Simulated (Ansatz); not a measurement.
# GeH2MeBr (CH₅BrGe): the relaxed shape and its frontier levels

What does GeH2MeBr (CH₅BrGe) look like as a singlet, and where do its frontier electrons sit?

Program: Ansatz 0.2.0, Gaussian basis. Level of theory: RKS PBE0-D4/def2-TZVP. These are calculated values, not measurements.

Plan: relaxation at PBE0-D4/def2-SVP; a search for the lowest solution at PBE0-D4/def2-SVP; a single point at PBE0-D4/def2-TZVP; harmonic vibrations at PBE0-D4/def2-SVP.

**1. The starting structure**

8 atoms, charge 0, spin multiplicity 1.

Atoms are counted from 1 here; the program's logs count them from 0.

Bond lengths: Ge1–H2 1.511 Å, Ge1–H3 1.511 Å, Ge1–C4 1.968 Å, Ge1–Br8 2.279 Å, C4–H5 1.087 Å, C4–H6 1.088 Å, C4–H7 1.089 Å. Angles: H2–Ge1–H3 109.0°, H2–Ge1–C4 114.1°, H2–Ge1–Br8 105.3°, H3–Ge1–C4 114.1°, H3–Ge1–Br8 105.4°, C4–Ge1–Br8 108.1°, Ge1–C4–H5 110.8°, Ge1–C4–H6 110.4°, Ge1–C4–H7 110.4°, H5–C4–H6 108.5°, H5–C4–H7 108.4°, H6–C4–H7 108.2°.

The start is a GFN2-xTB geometry.

**2. Optimising with PBE0-D4/def2-SVP**

Input file in.yaml:

```yaml
crystal:
  periodic: [false, false, false]
  atoms:
    - {symbol: Ge, position_ang: [0.504720, -0.640050, 0.360820]}
    - {symbol: H, position_ang: [0.508510, -0.752260, 1.868100]}
    - {symbol: H, position_ang: [1.921810, -0.775500, -0.146210]}
    - {symbol: C, position_ang: [-0.448080, 0.939030, -0.324900]}
    - {symbol: H, position_ang: [-0.006440, 1.853370, 0.061700]}
    - {symbol: H, position_ang: [-1.495030, 0.909070, -0.028800]}
    - {symbol: H, position_ang: [-0.402530, 0.967730, -1.412740]}
    - {symbol: Br, position_ang: [-0.582970, -2.501400, -0.377960]}
basis:
  gaussian: {orbitals: def2-SVP}
hamiltonian: {xc: pbe0, dispersion: d4}
scf: {omitted_lower_state_checks: [starts]}
output: {orbitals: {seedname: orbitals}}
relax: {f_tol: 0.02, max_steps: 100}
```

On the command line:

```sh
$ ansatz run in.yaml --threads 4 --pin off --events-out ev --progress --plain --max-ram 3916MiB
```

After this run come: Searching for the lowest solution, PBE0-D4/def2-SVP; Single point, PBE0-D4/def2-TZVP; Vibrations by finite differences.

Before running them: what should the planned runs give, taken together? Wanted: point group; Br–Ge bond; HOMO, LUMO at PBE0-D4/def2-TZVP; dipole at PBE0-D4/def2-SVP; lowest, highest wavenumber.

**Answer**, as computed:

```
                       quantity            value
                    point group               Cs
                     Br–Ge bond          2.322 Å
HOMO, LUMO at PBE0-D4/def2-TZVP  -8.06, -0.26 eV
     dipole at PBE0-D4/def2-SVP           2.44 D
     lowest, highest wavenumber   138, 3194 cm⁻¹
```

In words: The molecule keeps its bonding pattern by the stored test; the atoms moved 0.04 Å (rms). All wavenumbers are real: a minimum at this level. The HOMO lies nearest to Br8 81 %; C4 7 % and the LUMO to Br8 34 %; Ge1 29 %. The point group is read from a loosely relaxed geometry; soft torsions can leave it below the true symmetry.
